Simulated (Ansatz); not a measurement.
Which YAML input does this script hand to the engine? (Ansatz 0.2.0 through its Python package)

The script, `liin_lapw.py`:
```python
"""LiIn with all its electrons on LAPW."""

from dataclasses import dataclass
import warnings

import ansatz


@dataclass(frozen=True)
class RunConfig:
    kgrid: tuple[int, ...] = (7, 7, 7)
    sigma: float = 0.1
    n_empty: int = 6


settings = RunConfig()

warnings.simplefilter("ignore", ansatz.DeckWarning)

xtal = (
    ansatz.Lattice.of((0.0, 3.393, 3.393), (3.393, 0.0, 3.393), (3.393, 3.393, 0.0))
    .atom("Li", (0.5, 0.5, 0.5))
    .atom("Li", (0.75, 0.75, 0.75))
    .atom("In", (0.0, 0.0, 0.0))
    .atom("In", (0.25, 0.25, 0.25))
)

setup = (
    xtal.calculation()
    .functional(ansatz.Functional.PBESOL)
    .kpoints(*settings.kgrid)  # sampling of the Brillouin zone
    .occupations(ansatz.OccupationsMethod.COLD, width=settings.sigma)
    .scf(extra_bands=settings.n_empty)
    .pseudopotentials("all_electron", lapw=True)
    .band_table()  # levels at the mesh points
)
result = setup.run(threads=1)
data = result.report

n_atoms = len(data["lattice"]["sites"])
print("F =", round(data["free_energy_ev"], 4), "eV for", n_atoms, "atoms")
print("E(sigma -> 0) =", round(data["energy_sigma0_ev"], 4), "eV, TS =", round(data["entropy_ts_ev"], 5), "eV")
print("closed by", data["closed_by"], "after", data["n_iterations"], "iterations")

print("band  energy (eV)  occupation, at k =", data["kpoints_frac"][0])
for band, (e, occ) in enumerate(zip(data["eigenvalues_ev"][0], data["occupations"][0]), start=1):
    print(f"{band:4d} {e:12.4f} {occ:9.4f}")

errors = data["lapw_basis_errors"]
print(f"estimated basis error {1000 * errors['total_ev_per_atom']:.3f} meV/atom, target {1000 * errors['basis_error_target_ev_per_atom']:.3f}")
for sphere in errors["spheres"]:
    print(f"  {sphere['species']:2s} muffin-tin radius {sphere['muffin_tin_radius_ang']:.3f} A, core shells {sphere['core_shells']}")
```

```console
$ python liin_lapw.py
F = -320354.2988 eV for 4 atoms
E(sigma -> 0) = -320354.2979 eV, TS = 0.00276 eV
closed by deck_thresholds after 8 iterations
band  energy (eV)  occupation, at k = [0.0, 0.0, 0.0]
   1    -105.2433    2.0000
   2    -105.2405    2.0000
   3     -63.7640    2.0000
   4     -63.7640    2.0000
   5     -63.7640    2.0000
   6     -63.7502    2.0000
   7     -63.7502    2.0000
   8     -63.7502    2.0000
   9     -36.3334    2.0000
  10     -36.3134    2.0000
  11      -4.6643    2.0000
  12      -4.6643    2.0000
  13      -4.6643    2.0000
  14      -4.6132    2.0000
  15      -4.6132    2.0000
  16      -4.2493    2.0000
  17      -4.2493    2.0000
  18      -4.2493    2.0000
  19      -4.1846    2.0000
  20      -4.1846    2.0000
  21       1.2316    2.0000
  22      11.1282    0.0000
  23      11.2182    0.0000
  24      11.2182    0.0000
  25      11.2182    0.0000
  26      11.6019    0.0000
  27      11.6019    0.0000
  28      11.6019    0.0000
  29      13.9363    0.0000
  30      13.9363    0.0000
estimated basis error 0.035 meV/atom, target 0.250
  Li muffin-tin radius 1.469 A, core shells 0
  In muffin-tin radius 1.469 A, core shells 6
```

`input.yaml`:
```yaml
crystal:
  lattice:
    - [0.0, 3.393, 3.393]
    - [3.393, 0.0, 3.393]
    - [3.393, 3.393, 0.0]
  atoms:
    - { symbol: Li, position: [0.5, 0.5, 0.5] }
    - { symbol: Li, position: [0.75, 0.75, 0.75] }
    - { symbol: In, position: [0.0, 0.0, 0.0] }
    - { symbol: In, position: [0.25, 0.25, 0.25] }
kpoints:
  mp_grid: { grid: [7, 7, 7] }
hamiltonian:
  xc: pbesol
  pseudopotentials: { kind: all_electron, lapw: {} }
scf:
  n_extra_bands: 6
  occupations: { method: cold, width: 0.1 }
output:
  eigenvalues: true
```

The program run on that file:
```console
$ ansatz run input.yaml --threads 1 --pin off --max-ram 3072MiB --backend cpu --events-out ev --progress --plain --runs-dir out
LAPW: plane waves up to 8.358 Å⁻¹, error target 2.5e-4 eV per atom; small_component_spin mean_spin; Li in spheres of 1.469 Å, 3 of its electrons in bands, Dirac shells []; In in spheres of 1.469 Å, 21 of its electrons in bands, Dirac shells [] (how accurate: hamiltonian.pseudopotentials.lapw.basis_error, Limitations)
scf.n_extra_bands = 6 over 24 filled bands (N_el = 48.0): the run solves 30 bands
Engine: ansatz 0.2.0, aarch64-unknown-linux-gnu
Pseudopotentials: kind: all_electron
Pseudopotential: Li, LAPW, valence charge 3, lapw/all_electron/scalar/gaussian/Li, Koelling and Harmon's equation, gaussian nucleus
Pseudopotential: In, LAPW, valence charge 21, lapw/all_electron/scalar/gaussian/In, Koelling and Harmon's equation, gaussian nucleus
Functional definition: PBEsol
  exchange = pbesol_x
  correlation = pbesol_c
Crystal: 4 atoms, lattice volume = 78.123 Å³
Basis set: ecut = 266.1391588853445 eV, 749 PW (Γ), exchange–correlation at level 2
Bands: 30, of which v1, the nominal top of the filled ones, is band 24 counted from 1 (23 counted from 0)
Symmetry: 48 space group operations
Space group: Fd-3m (ITA 227), of the structure as read, at distance tolerance 4.3e-5 Å
k-points: 20 of 343
Non-local potential: Li, projectors of the file, none
Non-local potential: In, projectors of the file, none
Initial density: superposition of atomic densities (chi_scale 0.1, normalization cell, long waves kept (reshape's long-wave potential 0.00 eV rms))
Initial wavefunctions: plane waves of lowest kinetic energy (no species holds an atomic orbital)
Functional: x = pbesol(κ = 0.804, μ = 0.12345679012345678), c = pbesol(β = 0.046)
iter 1 solved again at ethr=1.47e-4 eV; its pass at ethr=1.00e-1 eV (dr2=7.06e-2 eV) is discarded
SCF iter   1: F=—  HF=-320354.501284 eV  |F-HF|=—  |Δ(HF+E_count)|=         —  Δρ=1.08e-2  dr2=7.07e-2  ethr=1.47e-4  ⟨swp⟩=3.0  Hψ=4269  notcnv=0
preconditioner: auto → Kerker (q_TF=auto, 2.516 Å⁻¹)  [metal: Δε(μ)=0.048 eV  Ē_g=14.643 eV  σ=0.100 eV  W_gap=0.35  n_scr=14 (ndim 8)  ℏωp=22.2 eV  f_vac=0.000  D(μ)=1.62/eV (n_scr^D=14)]
SCF iter   2: F=—  HF=-320354.312715 eV  |F-HF|=—  |Δ(HF+E_count)|=   1.89e-1  S|Δr|=    0.00e0  Δρ=5.66e-3  dr2=2.21e-2  ethr=1.47e-4  ⟨swp⟩=2.9  Hψ=1823  notcnv=0
SCF iter   3: F=—  HF=-320354.300127 eV  |F-HF|=—  |Δ(HF+E_count)|=   1.26e-2  S|Δr|=    0.00e0  Δρ=3.93e-3  dr2=1.17e-2  ethr=4.61e-5  ⟨swp⟩=2.0  Hψ=1681  notcnv=0
SCF iter   4: F=—  HF=-320354.298924 eV  |F-HF|=—  |Δ(HF+E_count)|=         —  Δρ=1.73e-3  dr2=3.19e-3  ethr=2.45e-5  ⟨swp⟩=2.0  Hψ=1681  notcnv=0
the basis was enlarged: its passes take 271.9 KiB over the memory plan, 1 of 1 planned eigensolver slots
iter 5 solved again at ethr=4.02e-7 eV; its pass at ethr=6.66e-6 eV (dr2=1.93e-4 eV) is discarded
SCF iter   5: F=—  HF=-320354.298839 eV  |F-HF|=—  |Δ(HF+E_count)|=   8.51e-5  S|Δr|=    0.00e0  Δρ=3.84e-4  dr2=1.92e-4  ethr=4.02e-7  ⟨swp⟩=2.0  Hψ=2886  notcnv=0
SCF iter   6: F=—  HF=-320354.298822 eV  |F-HF|=—  |Δ(HF+E_count)|=   1.73e-5  S|Δr|=    0.00e0  Δρ=8.56e-5  dr2=7.33e-6  ethr=4.01e-7  ⟨swp⟩=2.0  Hψ=1681  notcnv=0
SCF iter   7: F=—  HF=-320354.298821 eV  |F-HF|=—  |Δ(HF+E_count)|=   6.16e-7  S|Δr|=    0.00e0  Δρ=3.14e-5  dr2=1.31e-6  ethr=1.53e-8  ⟨swp⟩=2.0  Hψ=1681  notcnv=0
SCF iter   8: F=-320354.298821 eV  HF=-320354.298821 eV  |F-HF|=6.29e-8  |Δ(HF+E_count)|=   1.06e-7  S|Δr|=    0.00e0  Δρ=6.69e-6  dr2=9.22e-8  ethr=2.72e-9  ⟨swp⟩=2.0  Hψ=1681  notcnv=0
SCF 1 converged in 8 iterations: F = -320354.298821 eV  dr2 = 9.22e-8
SCF converged after 8 iterations
Stability not checked: this state was not tested for a lower state beside it, because cold or Methfessel-Paxton smearing, or corrected tetrahedra, fill the levels in a way that the test cannot read (fill_not_monotonic; see scf.lower_state_search)
Free energy (F): -320354.298821 eV
Harris-Foulkes:  -320354.298821 eV  (|F-HF|=6.29e-8)
Internal energy: -320354.296058 eV  (E = F + TS)
E sigma→0 (E₀):  -320354.297900 eV
Entropy (-TS):   -0.002763 eV (-0.691 meV/atom)
Fermi energy:    10.584854 eV
--- Per-component energies (eV) ---
  E_band       = -1369.154705
  E_kinetic    = 336198.511764
  E_xc         = -8658.899710
  E_electrostatic = -647893.908112  (all electrons and nuclei)
  E_smearing   = -0.002763  (= −TS)
  E_closure    = 0.000000  (closes the sum)
  E_atoms      = -320343.256355  (free atoms, spherical and without spin; not in F)
  Σ components = -320354.298821   (vs F -320354.298821, Δ=0.00e0)
  Basis errors (estimates in eV, not in F): energy 3.5e-5 per atom: plane waves 2.8e-5 (1.5e-5 summed), levels above the bands 0.0e0, relativity 1.8e-9, radial functions 6.2e-6, core shells 3.1e-8; eigenvalues (radial functions only) 1.6e-7; not estimated: angular momenta, meshes, grids; target (lapw.basis_error) 2.5e-4; muffin-tin radii Li 1.469 Å, In 1.469 Å
--- Band table (eV; the first three rows and the last of 20) ---
  k-point 0: bands = ["-105.2433", "-105.2405", "-63.7640", "-63.7640", "-63.7640", "-63.7502", "-63.7502", "-63.7502", "-36.3334", "-36.3134", "-4.6643", "-4.6643", "-4.6643", "-4.6132", "-4.6132", "-4.2493", "-4.2493", "-4.2493", "-4.1846", "-4.1846", "1.2316", "11.1282", "11.2182", "11.2182", "11.2182", "11.6019", "11.6019", "11.6019", "13.9363", "13.9363"]
  k-point 1: bands = ["-105.2432", "-105.2406", "-63.7642", "-63.7642", "-63.7638", "-63.7505", "-63.7500", "-63.7500", "-36.3326", "-36.3141", "-4.6846", "-4.6846", "-4.6595", "-4.5846", "-4.5846", "-4.2630", "-4.2630", "-4.2560", "-4.1746", "-4.1746", "1.4128", "8.8178", "10.5387", "10.5387", "11.1212", "12.3671", "12.3671", "13.5885", "13.5885", "13.6724"]
  k-point 2: bands = ["-105.2429", "-105.2409", "-63.7646", "-63.7646", "-63.7631", "-63.7512", "-63.7497", "-63.7497", "-36.3307", "-36.3160", "-4.7017", "-4.7017", "-4.6497", "-4.5532", "-4.5532", "-4.2780", "-4.2780", "-4.2703", "-4.1635", "-4.1635", "1.9364", "6.7060", "10.0124", "10.0124", "10.7781", "12.0652", "12.0652", "14.1378", "14.5622", "14.5622"]
  k-point 19: bands = ["-105.2421", "-105.2417", "-63.7659", "-63.7656", "-63.7584", "-63.7559", "-63.7486", "-63.7483", "-36.3247", "-36.3219", "-4.7547", "-4.7383", "-4.5576", "-4.4722", "-4.4388", "-4.3909", "-4.3886", "-4.3173", "-4.1195", "-4.1034", "3.8321", "4.6602", "6.9243", "7.7266", "11.6164", "12.9906", "14.0120", "14.2943", "16.9107", "17.1726"]
```

The settings weren't tested for convergence. The computed bands are complete only to about 3.1 eV above the Fermi level. The mesh is modest for a metal, so energies can be off by several to tens of meV an atom and pressures by half a GPa or more; differences at equal mesh fare better. The starting cell is as deposited in a crystallographic database; the results hold for this polymorph, which needn't be the stable one. Gaps and levels are Kohn-Sham values on a finite set of k-points, without spin-orbit coupling. Run time: 15 s on 1 thread of Arm Neoverse V1, with other jobs on the host, peak memory 0.46 GiB.

(Lines on the test bed's own set-up are left out of the output.)
